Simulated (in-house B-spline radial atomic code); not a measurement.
# Lu⁺: ionisation energy by several methods

One table from this session's results is given with a row withheld; the runs are named, their logs left out.

The numbers are computed with in-house B-spline radial atomic code version 1 (scalar-relativistic (X2C), several functionals, spin-polarised; spherical all-electron atom at the radial basis limit), except any that are marked as measured or tabulated.

## The atom as given

- element: lutetium (Z = 71)
- charge: +1
- electrons: 70
- configuration: [Xe] 4f14 6s2
- nucleus: Fermi, rms radius 5.370 fm

Outer shells as boxes (Hund's rule):

[Xe] 4f14 6s2
```
[Xe] core
4f [↑↓][↑↓][↑↓][↑↓][↑↓][↑↓][↑↓]
6s [↑↓]
```

Where spins are not typed, each open shell is filled with up spins first.

The first run:

Input settings:

```ini
Z = 71
electrons = 70.0
configuration = [Xe] 4f14 6s2
hamiltonian = x2c
method = scan,scan
spin_polarised = True
nucleus = fermi
rms_radius = 5.37
mass_number = 175
atomic_mass = 174.940777211
speed_of_light = 137.035999084
```

Among the steps run: SCAN; BP86; PBEsol; AM05; M06-2X.

One table of the session follows, with a row left open; its other results are not shown here.

| method | ΔSCF (eV) |
| --- | --- |
| BP86 | ? |
| PBEsol | 13.990 |
| AM05 | 13.922 |
| SCAN | 13.904 |
| M06-2X | 14.220 |

**Question.** Estimate the row for BP86.

As computed: ΔSCF (eV): 14.174. In the column «ΔSCF (eV)» it lies between PBEsol (13.990) and M06-2X (14.220).
